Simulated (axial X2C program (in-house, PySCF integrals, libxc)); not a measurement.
# SnRu: properties at the nuclei

Aim: properties at the nuclei of SnRu, with spin–orbit coupling in the Hamiltonian from the start.

Program: an in-house X2C program for linear molecules on PySCF integrals. Level of theory: two-component X2C with atomic mean-field terms, Sn dyall-cv3z, Ru dyall-cv3z. These are calculated values, not measurements.

## Step 1: Input

File task.json:

```json
{"zs": [50, 44], "q": 0, "bas": ["dyall-cv3z", "dyall-cv3z"], "r0": 2.65, "levels": ["PBE0", "HF", "r2SCAN", "BP86", "LDA"], "nst": 3}
```

Keys: zs atomic numbers; q charge; bas basis sets; r0 starting distance in Å; levels methods (HF also brings MP2); nst determinants followed.

Started as:

```sh
$ python soeom.py task.json out
```

Nuclei are Gaussian, cores are contracted, and the Gaunt term is on.

## Step 2: Expectation values, lowest determinant

R = 2.442 Å. State: Ω = 3 (excess of +ω over −ω: ω = 1/2, ω = 5/2).

Output of the PBE0 run:

```text
two-component X2C + atomic mean field  PBE0
basis functions 279  fitting functions 1321  grid points 5805
iter        total energy     max residual
   1     -10701.923936842     4.35e-06
   2     -10701.923936847     4.43e-06
   3     -10701.923936848     7.47e-06
converged
one-electron -15680.83306687  Coulomb 4808.65549458  exact exchange -74.03848297  xc functional -226.68644051  nuclear repulsion 476.73622605  atomic mean-field constant -5.75766713
```

The highest occupied spinor is 45% Ru s, 44% Sn p, 5% Ru d.

```tsv
level	Eeff magnitude (GV/cm)	Ws magnitude Sn (kHz)	A∥/gI Sn (MHz)	qzz Sn (a.u.)	A∥/gI Ru (MHz)	qzz Ru (a.u.)	μ (D)
PBE0	1.79	0.213	98.6	-5.98	772	0.92	0.89
HF	8.73	0.55	222	-2.45	693	1.40	1.35
r2SCAN	2.31	0.352	153	-5.26	880	0.78	0.82
BP86	1.87	0.24	75.9	-5.24	862	0.49	0.26
LDA	1.85	0.222	61.8	-5.30	888	0.43	0.19
```

Eeff is the effective electric field on the electron dipole moment in this Ω state and Ws the scalar–pseudoscalar constant (defined with the proton number Z and per Ω); A∥ is the parallel hyperfine constant, which follows by multiplying with the nuclear g factor gI = μI/(I μN); qzz is the electric field gradient, eQq0 = 234.96 MHz × Q/barn × qzz; μ is positive if Ru is the positive end. The operators were transformed with the bare-nucleus X2C matrices.

## Step 3: Expectation values, a higher determinant

R = 2.442 Å. State: Ω = 1 (excess of +ω over −ω: ω = -1/2, ω = 3/2), 0.21 eV above the lowest in the PBE0 search for states (made at or near this distance, with looser thresholds).

Output of the PBE0 run:

```text
two-component X2C + atomic mean field  PBE0
basis functions 279  fitting functions 1321  grid points 5805
iter        total energy     max residual
   1     -10701.916150818     3.24e-05
   2     -10701.916150430     1.44e-04
   3     -10701.916150873     1.15e-05
   4     -10701.916150885     1.50e-05
   5     -10701.916150911     4.61e-06
   6     -10701.916150913     1.17e-06
converged
one-electron -15680.77004738  Coulomb 4808.59910553  exact exchange -74.03887519  xc functional -226.68489281  nuclear repulsion 476.73622605  atomic mean-field constant -5.75766713
```

The highest occupied spinor is 99% Ru d.

```tsv
level	Eeff magnitude (GV/cm)	Ws magnitude Sn (kHz)	A∥/gI Sn (MHz)	qzz Sn (a.u.)	A∥/gI Ru (MHz)	qzz Ru (a.u.)	μ (D)
PBE0	1.69	0.553	-385	-5.97	-365	0.81	0.86
HF	8.98	1.93	-816	-2.54	-118	1.34	1.19
r2SCAN	2.31	1.06	-452	-5.29	-678	0.65	0.79
BP86	1.85	0.727	-221	-5.27	-649	0.38	0.23
LDA	1.83	0.672	-178	-5.33	-728	0.32	0.16
```

## Step 4: Expectation values, a higher determinant

R = 2.442 Å. State: Ω = 1 (excess of +ω over −ω: ω = -3/2, ω = 5/2), 0.26 eV above the lowest in the PBE0 search for states (made at or near this distance, with looser thresholds).

Output of the PBE0 run:

```text
two-component X2C + atomic mean field  PBE0
basis functions 279  fitting functions 1321  grid points 5805
iter        total energy     max residual
   1     -10701.914558267     1.37e-05
   2     -10701.914558218     5.53e-05
   3     -10701.914558283     4.52e-06
   4     -10701.914558285     5.91e-06
   5     -10701.914558290     2.61e-06
   6     -10701.914558291     7.54e-07
converged
one-electron -15678.92547797  Coulomb 4806.71857429  exact exchange -74.03121309  xc functional -226.65500044  nuclear repulsion 476.73622605  atomic mean-field constant -5.75766713
```

The highest occupied spinor is 36% Ru s, 35% Sn p, 28% Ru d.

```tsv
level	Eeff magnitude (GV/cm)	Ws magnitude Sn (kHz)	A∥/gI Sn (MHz)	qzz Sn (a.u.)	A∥/gI Ru (MHz)	qzz Ru (a.u.)	μ (D)
PBE0	0.258	0.00876	314	-6.65	84.1	-4.08	0.35
HF	10.3	2.29	849	-2.07	386	-4.23	1.39
r2SCAN	0.89	0.0814	401	-6.01	303	-4.04	0.27
BP86	0.0788	0.112	185	-6.38	-18.1	-4.00	-0.44
LDA	0.114	0.0879	125	-6.54	-79.3	-3.95	-0.55
```

## Step 5: Summary of results

```
                                        quantity                                            value
                              lowest determinant   Ω = 3 (excess of +ω over −ω: ω = 1/2, ω = 5/2)
                    Eeff magnitude (GV/cm), PBE0                                             1.79
                     Ws magnitude Sn (kHz), PBE0                                            0.213
                            A∥/gI Sn (MHz), PBE0                                             98.6
                             qzz Sn (a.u.), PBE0                                            -5.98
                              higher determinant  Ω = 1 (excess of +ω over −ω: ω = -1/2, ω = 3/2)
Eeff magnitude (GV/cm), PBE0, higher determinant                                             1.69
 Ws magnitude Sn (kHz), PBE0, higher determinant                                            0.553
        A∥/gI Sn (MHz), PBE0, higher determinant                                             -385
         qzz Sn (a.u.), PBE0, higher determinant                                            -5.97
                              higher determinant  Ω = 1 (excess of +ω over −ω: ω = -3/2, ω = 5/2)
Eeff magnitude (GV/cm), PBE0, higher determinant                                            0.258
 Ws magnitude Sn (kHz), PBE0, higher determinant                                          0.00876
        A∥/gI Sn (MHz), PBE0, higher determinant                                              314
         qzz Sn (a.u.), PBE0, higher determinant                                            -6.65
```

What this shows: In the first state, the effective field runs from 1.79 to 8.73 GV/cm over the mean-field levels, so the levels don't agree on it. The expectation values come from single determinants, which for open shells can mix terms of unlike spin or miss the lowest Ω, so a determinant need not be a state. Eeff is the effective electric field on the electron dipole moment in this Ω state and Ws the scalar–pseudoscalar constant (defined with the proton number Z and per Ω); A∥ is the parallel hyperfine constant, which follows by multiplying with the nuclear g factor gI = μI/(I μN); qzz is the electric field gradient, eQq0 = 234.96 MHz × Q/barn × qzz; μ is positive if Ru is the positive end. The operators were transformed with the bare-nucleus X2C matrices.
